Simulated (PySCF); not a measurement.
# CH7NOSi: the cost of one run

Computed with PySCF 2.14.0, with density-fitted response routines of our own, on a single molecule in the gas phase. Atoms are numbered from 0 throughout.

### Step 1. The starting structure

11 atoms, charge 0, multiplicity 1; geometry from: GFN2-xTB. The atoms were then displaced at random by about 0.01 Å, so the start is not that level's minimum.

Bonds of the start (Å): N0–C1 1.44, C1–Si2 1.90, Si2–O3 1.64, N0–H4 1.00, N0–H5 1.04, C1–H6 1.09, C1–H7 1.09, Si2–H8 1.45, Si2–H9 1.49, O3–H10 0.98.

### Step 2. Optimising the geometry at PBE0-D3(BJ)/def2-SVP

Job settings and geometry (Å):

```
{"job": {"xc": "PBE0", "basis": "def2-SVP", "d3": "d3bj", "grid": 1, "shake": 0.01, "kind": "geom"}, "charge": 0, "multiplicity": 1}
N     -1.156290     0.848790     0.010270
C     -0.735620    -0.521060    -0.111050
Si     1.159260    -0.529320    -0.033080
O      1.743590     0.744200    -0.888800
H     -0.967360     1.217000     0.925040
H     -2.187590     0.942340    -0.114690
H     -1.173120    -1.176100     0.645640
H     -1.050320    -0.877000    -1.086660
H      1.734640    -1.723120    -0.616180
H      1.598680    -0.378930     1.382600
H      1.072240     1.427350    -1.088830
```

On the command line:

```console
OMP_NUM_THREADS=1 python probes_run.py task.json out
```

One launch serves the whole session: the jobs run in the order shown.

**Question.** How long does this first job take on 1 thread of Arm Neoverse V2, shared host, and how much memory does it need?

About 22 s, with a peak of 0.4 GiB.
